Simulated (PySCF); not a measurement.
# [PbSF]+: other functionals and bases at one geometry

How far do other levels of theory move the description of [PbSF]+, and what does each cost? The species was built from a template and needn't be a known compound.

Program: PySCF 2.14.0. Level of theory: several levels, as the steps say, no spin–orbit coupling. These are calculated values, not measurements.

1 further run of the same task is left out (for a known fault of the program).

## 1. Starting geometry

3 atoms, charge 1, spin multiplicity 1.

Bond lengths: Pb1–S2 2.262 Å, Pb1–F3 1.967 Å. Angles: S2–Pb1–F3 180.0°.

Coordinates:

| atom | x (Å) | y (Å) | z (Å) |
| --- | --- | --- | --- |
| Pb1 | -0.1289 | 0.0000 | 0.3765 |
| S2 | 2.1315 | 0.0000 | 0.4727 |
| F3 | -2.0945 | 0.0000 | 0.2933 |

Formal oxidation states: Pb +4. An earlier session relaxed this geometry at PBE0, Pb def2-SVP with ECP60, S def2-SVP, F def2-SVP (singlet, point group C∞v).

At PBE0 on the finer grid: E = -690.121394 Eh, HOMO -14.14 eV, LUMO -10.90 eV, Mulliken charge on Pb1 +1.17 e, largest force component 0.012 eV/Å. 

Levels to run: BLYP; BP86; PBE0, TZVP. Hardware: 2 threads of Arm Neoverse V1, shared host.

## 2. BLYP

The input, run.py (the lines that set the calculation):

```python
mol = gto.M(atom='''
Pb    -0.12886     0.00000     0.37645
S      2.13152     0.00000     0.47273
F     -2.09445     0.00000     0.29330''',
    basis={'Pb': 'def2-SVP', 'S': 'def2-SVP', 'F': 'def2-SVP'},
    ecp={'Pb': 'def2-SVP'},
    charge=1, spin=0)
mf = dft.RKS(mol, xc='BLYP')
mf.grids.atom_grid = (75, 302)
mf = mf.density_fit()  # fitting sets: Pb def2-universal-JKFIT, S def2-universal-JKFIT, F def2-universal-JKFIT
mf.conv_tol = 1e-08; mf.max_cycle = 55
mf.kernel(dm0)  # dm0: the density of the relaxed state
```

Run with:

```bash
$ OMP_NUM_THREADS=2 python run.py
```

## 3. BP86

Changes to run.py (the lines that set the calculation) since step 2:

```diff
@@ -7,3 +7,3 @@
     charge=1, spin=0)
-mf = dft.RKS(mol, xc='BLYP')
+mf = dft.RKS(mol, xc='B88,P86')
 mf.grids.atom_grid = (75, 302)
```

## 4. PBE0, TZVP

Basis: Pb def2-TZVP with ECP60, S def2-TZVP, F def2-TZVP. 

The input, run.py (the lines that set the calculation):

```python
mol = gto.M(atom='''
Pb    -0.12886     0.00000     0.37645
S      2.13152     0.00000     0.47273
F     -2.09445     0.00000     0.29330''',
    basis={'Pb': 'def2-TZVP', 'S': 'def2-TZVP', 'F': 'def2-TZVP'},
    ecp={'Pb': 'def2-TZVP'},
    charge=1, spin=0)
mf = dft.RKS(mol, xc='PBE0')
mf.grids.atom_grid = (75, 302)
mf = mf.density_fit()  # fitting sets: Pb def2-universal-JKFIT, S def2-universal-JKFIT, F def2-universal-JKFIT
mf.conv_tol = 1e-08; mf.max_cycle = 55
mf.kernel(dm0)  # dm0: free metal ions and neutral atoms
```

**Question.** What will these runs give? Wanted: for each run, HOMO; gap; charge on Pb1; dipole; largest force.

As calculated:

| level | state | HOMO (eV) | gap (eV) | charge on Pb1 (e) | dipole (D) | largest force (eV/Å) | basis functions | time |
| --- | --- | --- | --- | --- | --- | --- | --- | --- |
| PBE0 (relaxed here) | singlet | -14.14 | 3.24 | 1.17 | 1.49 | 0.01 | 58 | 2.5 s |
| BLYP | singlet | -12.79 | 1.22 | 1.05 | 1.63 | 0.97 | 58 | 1.4 s |
| BP86 | singlet | -13.10 | 1.23 | 1.07 | 1.49 | 0.70 | 58 | 1.4 s |
| PBE0, TZVP | singlet | -14.09 | 3.34 | 1.29 | 1.68 | 0.94 | 118 | 4.7 s |

Times are on 2 threads of Arm Neoverse V1, shared host; the first row also made further properties. The dipole of a charged species depends on the origin, so these sizes hold for this origin alone.

In one basis the HOMO–LUMO gap runs from 1.22 eV (BLYP) to 3.24 eV (PBE0). The largest leftover force, 0.97 eV/Å with BLYP, stands at a geometry relaxed at another level. The Mulliken charge on Pb spans +1.05 to +1.29 e over the levels. Total energies of different levels can't be compared. Spin–orbit coupling is left out throughout.
